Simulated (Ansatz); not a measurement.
# SiGeH2 (triplet): the correlation ladder, cc-pVDZ

How much of the correlation energy of SiGeH2 (triplet) does each wave-function method recover here?

The runs use Ansatz 0.2.0, Gaussian basis; cc-pVDZ, core rule «outside noble gas», up to 19 orbitals frozen.

Plan: UHF; CCSD(T) on ROHF; CCSD(T) on UHF; BCCD(T) on ROHF; CISD; CCSDT(Q) on ROHF; CCSDT(Q) on UHF; CCSDTQ on ROHF; CASSCF and MRCISD+Q, 10 electrons in 10 orbitals; CASSCF and MRCISD+Q(relaxed), 10 electrons in 10 orbitals; CASSCF and NEVPT2, 10 electrons in 10 orbitals.

4 further runs of the same task are left out: 4 set aside as unsound or not needed.

### Step 1. The system

The geometry is a PBE0/def2-TZVP stationary point (not a proven minimum) of the parent state, kept for this charge and spin. No spin-orbit coupling is included. The filled d shell of Ge may be among the frozen orbitals whatever the setting's name suggests; the logs give the count.

4 atoms, charge 0, spin multiplicity 3.

Atoms are counted from 1 here; the program's logs count them from 0.

Bond lengths: Si1–Ge2 2.167 Å, Si1–H3 1.493 Å, Si1–H4 1.620 Å, Ge2–H4 1.851 Å. Angles: Ge2–Si1–H3 163.0°, Ge2–Si1–H4 56.3°, H3–Si1–H4 106.7°, Si1–Ge2–H4 46.8°, Si1–H4–Ge2 76.9°.

### Step 2. UHF

in.yaml

```yaml
crystal:
  periodic: [false, false, false]
  atoms:
    - {symbol: Si, position_ang: [0.000000, 0.074574, 1.524925]}
    - {symbol: Ge, position_ang: [0.000000, -0.006445, -0.640181]}
    - {symbol: H, position_ang: [0.000000, -0.307349, 2.968212]}
    - {symbol: H, position_ang: [0.000000, -1.306134, 0.677331]}
basis:
  gaussian: {orbitals: cc-pVDZ}
magnetization: {spin_polarized: true, initial_magnetization: 2}
hamiltonian: {xc: hf}
output: {orbitals: {seedname: orbitals}}
```

Command:

```sh
> ansatz run in.yaml --threads 1 --pin off --events-out ev --progress --plain --max-ram 4096MiB --backend cpu
```

Further steps of the session: CCSD(T) on ROHF; CCSD(T) on UHF; BCCD(T) on ROHF; CISD; CCSDT(Q) on ROHF; CCSDT(Q) on UHF; CCSDTQ on ROHF; CASSCF and MRCISD+Q, 10 electrons in 10 orbitals; CASSCF and MRCISD+Q(relaxed), 10 electrons in 10 orbitals; CASSCF and NEVPT2, 10 electrons in 10 orbitals.

**Question.** What will the summary of the whole plan be? Wanted: RCCSDTQ below the RHF energy; RMP2 from RCCSDTQ; UMP2 from RCCSDTQ; RCCSD from RCCSDTQ; RCCSD(T) from RCCSDTQ; UCCSD(T) from RCCSDTQ; RCCSDT(Q) from RCCSDTQ; UCCSDT(Q) from RCCSDTQ; NEVPT2 valence from RCCSDTQ.

As calculated:

| quantity | value |
| --- | --- |
| RCCSDTQ below the RHF energy | -5.5258 eV |
| RMP2 from RCCSDTQ | +1232.8 meV |
| UMP2 from RCCSDTQ | +1275.7 meV |
| RCCSD from RCCSDTQ | +259.1 meV |
| RCCSD(T) from RCCSDTQ | +67.8 meV |
| UCCSD(T) from RCCSDTQ | +67.3 meV |
| RCCSDT(Q) from RCCSDTQ | +2.4 meV |
| UCCSDT(Q) from RCCSDTQ | -0.3 meV |
| NEVPT2 valence from RCCSDTQ | +925.8 meV |
| MRCISD+Q valence from RCCSDTQ | +20.3 meV |
| MRCISD+Q(relaxed) valence from RCCSDTQ | -15.2 meV |
| levels within 1 kcal/mol (43 meV) | RCCSDT, UCCSDT, RCCSDT(Q), UCCSDT(Q), MRCISD+Q valence, MRCISD+Q(relaxed) valence |
| T1 diagnostic | 0.022 |
| effectively unpaired electrons | 2.08 |

In words: RCCSD(T) lands +67.8 meV from the yardstick (1.2 % of the correlation energy). One determinant dominates. Of the multireference levels listed MRCISD+Q(relaxed) valence comes nearest in total energy (-15.2 meV), which doesn't show that its space is the better one. These misses are within one basis, not against nature; the frozen cores of restricted and unrestricted runs differ, which can shift their rows.
